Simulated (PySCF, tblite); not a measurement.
**C7H9NO2: geometry, infrared bands and NMR shifts**

What infrared bands and NMR shifts should C7H9NO2 (`CO[C@H]1CCC(C#N)=CO1`) show?

Programs: tblite 0.8.0 and PySCF 2.14.0, with density-fitted response routines of our own. Each step states its level of theory. These are calculated values for one molecule in the gas phase, unless marked as measured. Atoms are numbered from 0 throughout.

## Step 1: The starting structure

19 atoms, charge 0, multiplicity 1; geometry from: force field or distance geometry start.

Bonds of the start (Å): C0–O1 1.41, O1–C2 1.45, C2–C3 1.52, C3–C4 1.52, C4–C5 1.49, C5–C6 1.43, C6–N7 1.17, C5–C8 1.34, C8–O9 1.38, O9–C2 1.44, C0–H10 1.10, C0–H11 1.09, C0–H12 1.10, C2–H13 1.10, C3–H14 1.09, C3–H15 1.11, C4–H16 1.10, C4–H17 1.10, C8–H18 1.09.

## Step 2: Relaxing the molecule with GFN2-xTB

The job: settings as JSON, then the geometry in Å.

```
{"job": {"kind": "relax", "xc": "GFN2-xTB", "basis": "xTB"}, "charge": 0, "multiplicity": 1}
C     -2.546300     1.025300    -0.309100
O     -1.373800     0.423200    -0.809500
C     -0.920300    -0.657700     0.043200
C      0.215400    -1.372900    -0.672200
C      1.425900    -0.458300    -0.780100
C      1.660400     0.290000     0.489400
C      2.929000     0.914200     0.711600
N      3.965900     1.414200     0.902000
C      0.720000     0.340500     1.439100
O     -0.546000    -0.199700     1.351100
H     -3.368000     0.294100    -0.240500
H     -2.857700     1.806700    -1.010100
H     -2.384700     1.493200     0.677100
H     -1.753800    -1.361400     0.168600
H     -0.091500    -1.706500    -1.659600
H      0.496800    -2.263800    -0.067000
H      2.305900    -1.055100    -1.049200
H      1.269600     0.257600    -1.600700
H      0.843400     0.825500     2.408700
```

On the command line:

```sh
OMP_NUM_THREADS=1 python probes_run.py task.json out
```

The driver reads the jobs from task.json and runs them one after another.

**Question.** This job is followed by: GFN2-xTB harmonic vibrations, gas phase; GIAO PBE0/pcSseg-1 NMR shielding, non-relativistic, gas phase. Predict these results of the whole session: strongest single infrared mode (GFN2-xTB); zero-point energy (GFN2-xTB); 13C shifts against TMS (PBE0/pcSseg-1); 1H shifts against TMS (PBE0/pcSseg-1, means over atoms taken as alike); 17O shifts against H2O (PBE0/pcSseg-1); 15N shifts against NH3 (PBE0/pcSseg-1); surface potential, 1st and 99th percentile.

As calculated:

| quantity | value |
| --- | --- |
| strongest single infrared mode (GFN2-xTB) | 1667 cm⁻¹, 284 km/mol |
| zero-point energy (GFN2-xTB) | 93.6 kcal/mol |
| 13C shifts against TMS (PBE0/pcSseg-1) | 162.4, 122.9, 100.7, 94.3, 57.8, 28.9, 21.5 ppm |
| 1H shifts against TMS (PBE0/pcSseg-1, means over atoms taken as alike) | 7.17, 5.09, 3.72, 2.64, 1.98, 1.86, 1.51 ppm |
| 17O shifts against H2O (PBE0/pcSseg-1) | 174.0, 78.5 ppm |
| 15N shifts against NH3 (PBE0/pcSseg-1) | 314.7 ppm |
| surface potential, 1st and 99th percentile | -1.97 V and 1.21 V |

What this shows: The optimisation took 42 steps and gained 0.178 eV; among the close pairs (by a distance rule), O1–C2 changed most, from 1.450 to 1.393 Å. No mode is imaginary among the 51: a minimum at this level. The strongest single mode, at 1667 cm⁻¹, moves mainly C8 and C5. GFN2-xTB is a fitted tight-binding method: band positions and strengths are rough. Its intensities can rank the bands wrongly. The most deshielded carbon is C8 (alkene carbon bearing oxygen), at 162.4 ppm: an sp2 carbon further deshielded by the attached heteroatom. H18 (hydrogen on an alkene carbon bearing oxygen) lies farthest downfield among hydrogen, at 7.17 ppm; attached to an sp2 carbon and in the plane of the double bond. At PBE0/pcSseg-1: The widest tensor belongs to N7: span 441 ppm, with a paramagnetic part of -388 ppm. By nearest atom (PBE0/pcSseg-1), the HOMO sits on C5 30 %; C8 18 % and the LUMO on C8 33 %; C5 18 %.
